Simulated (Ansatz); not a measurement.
**PBE0/def2-TZVPPD run of AlH3 (SMILES [AlH3])**

Aim: the electronic atomisation energy of AlH3 at PBE0/def2-TZVPPD, from 3 runs. 

Program for the calculation: Ansatz 0.2.0.

35 further runs of the same task are left out: 1 that didn't finish, 34 set aside as unsound or not needed.

## Step 1: The system as given

AlH3 has 4 atoms, charge 0, and is taken as a singlet. SMILES: `[AlH3]`. Geometry: relaxed at PBE0-D4/def2-TZVP.

Bond lengths: Al1–H2 1.586 Å, Al1–H3 1.586 Å, Al1–H4 1.586 Å. Angles: H2–Al1–H3 120.0°, H2–Al1–H4 120.0°, H3–Al1–H4 120.0°.

## Step 2: A single-point energy at PBE0/def2-TZVPPD

input.yaml reads:

```yaml
crystal:
  periodic: [false, false, false]
  atoms:
    - {symbol: Al, position_ang: [0.013700, -0.014800, -0.005100]}
    - {symbol: H, position_ang: [0.633200, 0.670900, 1.283600]}
    - {symbol: H, position_ang: [-1.340800, -0.832000, 0.105100]}
    - {symbol: H, position_ang: [0.749400, 0.115700, -1.403900]}
basis:
  gaussian:
    orbitals: def2-TZVPPD.json
hamiltonian:
  xc: {name: PBE0}
accuracy: high
output: {orbitals: {seedname: orbitals}}
```

The basis set def2-TZVPPD is read from a file made from the Basis Set Exchange's data (not shown).

Started as:

```sh
$ ansatz run input.yaml --threads 1 --pin off --max-ram 3480MiB --events-out events.jsonl --progress --plain --runs-dir runs
```

The program printed:

```text
Warning: RAYON_NUM_THREADS=1 ignored (pool sized by the plan → 1); use --threads N
Functional definition: PBE0
  name "PBE0"
  parameter a = 0.25
  parameter kappa = 0.804
  parameter beta = 0.06672455060314922
  exchange = (1 - a)*pbe_x(kappa = kappa, mu = beta*pi^2/3) + a*exact_x
  correlation = pbe_c(beta = beta)
1496 factors; integrals over basis functions are off by at most 3.3e-9 eV
mean field evaluation 1: about -6641.3601 eV, gradient 1.0e1 eV
mean field evaluation 2: about -6641.7170 eV, gradient 2.6e0 eV
mean field evaluation 4: about -6641.7379 eV, gradient 5.0e-2 eV
mean field evaluation 8: about -6641.7364 eV, gradient 2.4e-5 eV
mean field -6641.73638162 eV, -244.0793100938 hartree, gradient 1.0e-8 eV, S^2 0.000000; 0 other end points of the search recorded, 0 dependent functions left out
reference -6641.73638424 eV, -244.0793101901 hartree; 8, 8 occupied and 91, 91 virtual orbitals, 1496 factors
Total energy: -6641.73638424 eV, -244.0793101901 hartree
```

Wall time 3.3 s (1 thread of Arm Neoverse V1, shared host); peak memory 0.2 GiB.

## Step 3: The Al atom at the same level

job.yaml reads:

```yaml
crystal:
  periodic: [false, false, false]
  atoms:
    - symbol: Al
      position_ang: [0.000000, 0.000000, 0.000000]
basis:
  gaussian: {orbitals: def2-TZVPPD.json}
magnetization: {spin_polarized: true, initial_magnetization: 1}
hamiltonian: {xc: {name: PBE0}}
accuracy: high
```

The basis set def2-TZVPPD is read from a file made from the Basis Set Exchange's data (not shown).

Run the same way, it converges to -242.24904 Eh (log not shown).

## Step 4: The H atom at the same level

in.yaml reads:

```yaml
crystal:
  periodic: [false, false, false]
  atoms:
    - symbol: H
      position_ang: [0.000000, 0.000000, 0.000000]
basis:
  gaussian:
    orbitals: def2-TZVPPD.json
hamiltonian:
  xc: pbe0
accuracy: high
magnetization:
  spin_polarized: true
  initial_magnetization: 1
```

The basis set def2-TZVPPD is read from a file made from the Basis Set Exchange's data (not shown).

Run the same way, it converges to -0.50104 Eh (log not shown).

## Step 5: Outcome

Level: PBE0/def2-TZVPPD.

| quantity | value |
| --- | --- |
| molecule: total energy | -244.07931 Eh |
| molecule: HOMO energy | -8.57 eV |
| molecule: LUMO energy | -1.75 eV |
| molecule: HOMO–LUMO gap | 6.82 eV |
| Al atom: total energy | -242.24904 Eh |
| Al atom: ⟨S²⟩ | 0.757 |
| H atom: total energy | -0.50104 Eh |
| H atom: ⟨S²⟩ | 0.750 |
| electronic atomisation energy | 8.902 eV |

What this shows: Taking the molecule apart into free atoms costs 8.90 eV (859 kJ/mol), before zero-point energy and without spin-orbit coupling.
